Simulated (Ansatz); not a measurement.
# AlAsH4S: one species, many methods

The task here is to estimate one member of a computed series from the others.

Computed with Ansatz 0.2.0, Gaussian basis. Level: functionals in def2-TZVPP, the program's frozen cores in correlated methods.

Plan: LDA (SPW92), PBE-D4, revPBE-D4, BLYP-D4, r2SCAN-D4, B97M-V, PBE0-D4, B3LYP-D4, r2SCANh-D4, r2SCAN0-D4, HSE06-D4, BHLYP-D4, CAM-B3LYP-D4, LC-ωPBE, ωB97X-V, ωB97M-V, B2PLYP, PBE-QIDH; CCSD(T)/def2-SVP; CCSD(T)/def2-TZVPP; MP2/def2-QZVPP; extrapolation to the limit; RPA on PBE.

### The geometry

All runs share one geometry, relaxed beforehand with PBE0-D4 in a triple-zeta def2 set.

7 atoms, charge 0, spin multiplicity 1.

Atoms are counted from 1 here; the program's logs count them from 0.

Bond lengths: Al1–As2 2.465 Å, Al1–S3 2.427 Å, Al1–H4 1.582 Å, Al1–H5 1.583 Å, As2–S3 2.362 Å, As2–H6 1.524 Å, S3–H7 1.343 Å. Angles: As2–Al1–S3 57.7°, As2–Al1–H4 115.0°, As2–Al1–H5 118.2°, S3–Al1–H4 107.5°, S3–Al1–H5 108.8°, H4–Al1–H5 125.8°, Al1–As2–S3 60.3°, Al1–As2–H6 91.9°, S3–As2–H6 91.6°, Al1–S3–As2 61.9°, Al1–S3–H7 95.0°, As2–S3–H7 97.4°.

Geometry (Å):

```xyz
7

Al   -0.8516    0.1808   -0.6922
As   -0.3428   -0.3120    1.6685
S     0.9742   -1.2774   -0.0376
H    -1.9783   -0.7249   -1.3353
H    -0.2476    1.4989   -1.3283
H     0.5926    0.8869    1.7707
H     1.9146   -0.3205   -0.0916
```

The first run:

Contents of in.yaml:

```yaml
crystal:
  periodic: [false, false, false]
  atoms:
    - {symbol: Al, position_ang: [-0.851610, 0.180804, -0.692204]}
    - {symbol: As, position_ang: [-0.342813, -0.312031, 1.668537]}
    - {symbol: S, position_ang: [0.974180, -1.277365, -0.037603]}
    - {symbol: H, position_ang: [-1.978259, -0.724869, -1.335251]}
    - {symbol: H, position_ang: [-0.247604, 1.498935, -1.328294]}
    - {symbol: H, position_ang: [0.592605, 0.886916, 1.770678]}
    - {symbol: H, position_ang: [1.914599, -0.320491, -0.091563]}
basis:
  gaussian: {orbitals: def2-TZVPP}
hamiltonian: {xc: lda}
output: {orbitals: {seedname: orbitals}}
```

Run with:

```
> ansatz run in.yaml --threads 2 --pin off --events-out ev --progress --plain --max-ram 4352MiB
```

Among the steps run: LDA; PBE-D4 (GGA); revPBE-D4 (GGA); BLYP-D4 (GGA); r2SCAN-D4 (meta-GGA); B97M-V (meta-GGA); B3LYP-D4 (hybrid); r2SCANh-D4 (hybrid); r2SCAN0-D4 (hybrid); HSE06-D4 (hybrid); BHLYP-D4 (hybrid); CAM-B3LYP-D4 (range-separated); LC-ωPBE (range-separated); ωB97X-V (range-separated); ωB97M-V (range-separated); B2PLYP (double hybrid); PBE-QIDH (double hybrid).

One table of the session follows, with a row left open; its other results are not shown here.

It belongs to the step «Orbital energies across the functionals». 

| functional | HOMO (eV) | LUMO (eV) | gap (eV) |
| --- | --- | --- | --- |
| LDA (SPW92) | -5.84 | -2.79 | 3.04 |
| PBE-D4 | -5.70 | -2.58 | 3.13 |
| revPBE-D4 | -5.65 | -2.49 | 3.16 |
| BLYP-D4 | ? | ? | ? |
| r2SCAN-D4 | -5.94 | -2.44 | 3.50 |
| B97M-V | -5.99 | -2.34 | 3.65 |
| PBE0-D4 | -6.71 | -1.71 | 5.00 |
| B3LYP-D4 | -6.49 | -1.92 | 4.56 |
| r2SCANh-D4 | -6.31 | -2.12 | 4.19 |
| r2SCAN0-D4 | -6.86 | -1.64 | 5.22 |
| HSE06-D4 | -6.33 | -2.09 | 4.24 |
| BHLYP-D4 | -7.56 | -0.75 | 6.81 |
| CAM-B3LYP-D4 | -7.90 | -0.64 | 7.25 |
| LC-ωPBE | -9.20 | 0.49 | 9.69 |
| ωB97X-V | -8.88 | 0.38 | 9.26 |
| ωB97M-V | -8.70 | 0.24 | 8.94 |

Q: Estimate the row for BLYP-D4 from the others.

Worked estimate for «HOMO (eV)». Against the share of exact exchange, B3LYP-D4 (0.2, -6.49), BHLYP-D4 (0.5, -7.56) give a slope of -3.57 per unit share; at 0 the line stands at -5.78.

**Answer.** HOMO (eV): -5.52; LUMO (eV): -2.45; gap (eV): 3.07. In «HOMO (eV)» the line misses by -0.26.
